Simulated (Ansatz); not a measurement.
# Nudged elastic band run: Rb

input.yaml

```yaml
crystal:
  lattice:
    - [11.18, 0.0, 0.0]
    - [0.0, 11.18, 0.0]
    - [0.0, 0.0, 11.18]
  atoms:
    - { symbol: Rb, position: [-0.00093935, -0.00507369, -0.00020525] }
    - { symbol: Rb, position: [0.50227459, 0.01887483, -0.01872915] }
    - { symbol: Rb, position: [-0.00112895, 0.44390525, -0.050167] }
    - { symbol: Rb, position: [-0.00099593, -0.00319675, 0.49984179] }
    - { symbol: Rb, position: [0.24962121, 0.25371121, 0.24901507] }
    - { symbol: Rb, position: [0.49727333, 0.50566083, 0.00398899] }
    - { symbol: Rb, position: [0.50231693, 0.02181103, 0.5172841] }
    - { symbol: Rb, position: [0.74983942, 0.25547855, 0.24898196] }
    - { symbol: Rb, position: [-0.00125765, 0.43531102, 0.55431999] }
    - { symbol: Rb, position: [0.30454067, 0.81508662, 0.24907806] }
    - { symbol: Rb, position: [0.26704448, 0.22889276, 0.75235097] }
    - { symbol: Rb, position: [0.49734015, 0.5039385, 0.49487301] }
    - { symbol: Rb, position: [0.69981366, 0.8064367, 0.24906152] }
    - { symbol: Rb, position: [0.73134793, 0.23155733, 0.75247768] }
    - { symbol: Rb, position: [0.24475889, 0.74613781, 0.74730399] }
    - { symbol: Rb, position: [0.75392648, 0.7445487, 0.74733741] }
    - { symbol: Rb, position: [0.00641853, 0.62557911, 0.25626446] }
basis:
  ecutwfc: 420.0
kpoints:
  mp_grid: { grid: [2, 2, 2] }
hamiltonian:
  xc: pbesol
scf:
  occupations: { method: gaussian, width: 0.05 }
  lower_state_search: "off"
neb:
  images: 5
  f_tol: 0.05
  initial_path: idpp
  max_iterations: 67
  final_atoms:
    - { symbol: Rb, position: [0.0126274, -0.0085504, 0.01326614] }
    - { symbol: Rb, position: [0.51166226, 0.00715472, -0.02652574] }
    - { symbol: Rb, position: [-0.07365223, 0.49737797, -0.04861754] }
    - { symbol: Rb, position: [0.01428295, -0.00867043, 0.48773696] }
    - { symbol: Rb, position: [0.30774059, 0.20780649, 0.25065675] }
    - { symbol: Rb, position: [0.50068357, 0.49648241, -0.00670155] }
    - { symbol: Rb, position: [0.50872583, 0.00704818, 0.52795501] }
    - { symbol: Rb, position: [0.7531264, 0.24196874, 0.25110429] }
    - { symbol: Rb, position: [-0.06646271, 0.49758311, 0.54596032] }
    - { symbol: Rb, position: [0.33356114, 0.80328433, 0.25058943] }
    - { symbol: Rb, position: [0.23380194, 0.2611319, 0.75235544] }
    - { symbol: Rb, position: [0.4991732, 0.49658161, 0.5072324] }
    - { symbol: Rb, position: [0.74828865, 0.75590786, 0.25103895] }
    - { symbol: Rb, position: [0.74570669, 0.22054865, 0.74790307] }
    - { symbol: Rb, position: [0.23948992, 0.73512092, 0.75242432] }
    - { symbol: Rb, position: [0.7355313, 0.77410644, 0.74812131] }
    - { symbol: Rb, position: [0.12556053, 0.51843194, 0.24505748] }
  order_check: true
```

Command:

```bash
$ ansatz run input.yaml --threads 4 --pin off --max-ram 10240MiB --backend cpu --events-out ev --progress --plain --runs-dir out
```

Output, in part (warnings, iteration lines):

```
NEB end point (image 0): max|allowed force component| = 1.387e-2 eV/Å (the criterion of neb.relax_end_points is 1.000e-2)
NEB end point (image 6): max|allowed force component| = 1.984e-2 eV/Å (the criterion of neb.relax_end_points is 1.000e-2)
WARN: NEB: the barrier is in doubt: the climbing image shows signs of a second negative curvature. Check it with more images (neb.images), a lower neb.f_tol or relaxed end points
NEB iter   1: max|band force component| = 1.202e-1 eV/Å  barrier→ = 0.0303 eV  barrier← = 0.0360 eV  CI = image 3  Δτ_max = 0.0346 Å  (56 SCF iters)
NEB iter   2: max|band force component| = 1.029e-1 eV/Å  barrier→ = 0.0191 eV  barrier← = 0.0249 eV  CI = image 3  Δτ_max = 0.2000 Å  (25 SCF iters)
NEB iter   3: max|band force component| = 4.299e-2 eV/Å  barrier→ = -0.0069 eV  barrier← = -0.0012 eV  CI = image 1  Δτ_max = 0.1239 Å  (35 SCF iters)
NEB iter   4: max|band force component| = 5.684e-1 eV/Å  barrier→ = -0.0051 eV  barrier← = 0.0006 eV  CI = image 1  Δτ_max = 0.1297 Å  (6 SCF iters)
NEB iter   5: max|band force component| = 2.241e-2 eV/Å  barrier→ = -0.0051 eV  barrier← = 0.0007 eV  CI = image 1  CI's point: of a kind that is not told: the force calls were inconclusive, a negative curvature could not be distinguished from the path's own, the only one lies far off the path, or fixed occupations may fill a level only in part  Δτ_max = 0.0000 Å  (309 SCF iters)
```

It converged. The band force fell under the threshold earlier too, but the program's further tests of the path sent the band on. The highest image is an end point: on this band no image between the ends rises above it. Inner images lie up to 0.025 eV below the lower end, so the ends aren't the lowest states on this path. Limits of this set-up: coarse k mesh.

Final band (atoms are numbered from 1 in the order of the input):

| image | path coordinate (Å) | energy (eV) | Rb1–Rb17 (Å) | Rb3–Rb5 (Å) | Rb4–Rb17 (Å) |
| --- | --- | --- | --- | --- | --- |
| 0 | 0.00 | 0.000 | 5.03 | 4.85 | 4.96 |
| 1 | 0.24 | -0.005 | 5.06 | 4.85 | 4.95 |
| 2 | 0.86 | -0.011 | 5.12 | 5.06 | 5.05 |
| 3 | 1.48 | -0.022 | 5.22 | 5.28 | 5.18 |
| 4 | 2.10 | -0.030 | 5.37 | 5.54 | 5.38 |
| 5 | 2.72 | -0.025 | 5.64 | 5.95 | 5.69 |
| 6 | 3.33 | -0.006 | 6.02 | 6.31 | 6.07 |

Time of the run: 7.2 min on 4 threads of Intel(R) Xeon(R) 6975P-C (Granite Rapids), on a shared host, peak memory 7.2 GiB.
